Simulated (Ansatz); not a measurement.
# Cu2W: the cost of one run

Method: DFT PBE, scalar-relativistic, plane waves, PAW, in Ansatz 0.2.0.

## (1) The starting structure

The structure is trigonal, space group P-3m1 (No. 164). Conventional cell: a = 3.653 Å, b = 3.653 Å, c = 3.920 Å, α = 90.00°, β = 90.00°, γ = 120.00°. Around Cu (site symmetry 3m) lie 3 W at 2.12 Å and 3 Cu at 2.17 Å. W (site symmetry -3m) is surrounded by 6 Cu at 2.12 Å.

Structure file:

```cif
data_structure
_symmetry_space_group_name_H-M 'P-3m1'
_symmetry_Int_Tables_number 164
_cell_length_a 3.6530
_cell_length_b 3.6530
_cell_length_c 3.9201
_cell_angle_alpha 90.000
_cell_angle_beta 90.000
_cell_angle_gamma 120.000
_cell_volume 45.30
loop_
_atom_site_label
_atom_site_type_symbol
_atom_site_symmetry_multiplicity
_atom_site_Wyckoff_symbol
_atom_site_fract_x
_atom_site_fract_y
_atom_site_fract_z
_atom_site_occupancy
Cu1 Cu 2 d 0.33333 0.66667 0.43709 1
W1 W 1 b 0.00000 0.00000 0.50000 1
```

A structure generator made this guess: random cell by space group and Wyckoff sites (P-3m1, No. 164). Its size is a rough estimate.

## (2) A first look at the guess

The input, input.yaml:

```yaml
crystal:
  lattice:
    - [3.65301744, 0.0, 0.0]
    - [-1.82650872, 3.1636059, 0.0]
    - [0.0, 0.0, 3.9201145]
  atoms:
    - { symbol: Cu, position: [0.33333333, 0.66666667, 0.43708811] }
    - { symbol: Cu, position: [0.66666667, 0.33333333, 0.56291189] }
    - { symbol: W, position: [0.0, 0.0, 0.5] }
basis:
  ecutwfc: 420
kpoints:
  mp_grid: { grid: [6, 6, 4] }
hamiltonian:
  xc: pbe
scf:
  occupations: { method: gaussian, width: 0.1 }
  lower_state_search: "off"
output:
  forces: true
  stress: true
  eigenvalues: true
```

Run with:

```sh
$ ansatz run input.yaml --threads 1 --pin off --max-ram 2560MiB --backend cpu --events-out ev --progress --plain --runs-dir out
```

What time and memory should one allow on 1 thread of Arm Neoverse N1, shared host?

About 3.9 s, with a peak of 0.32 GiB.
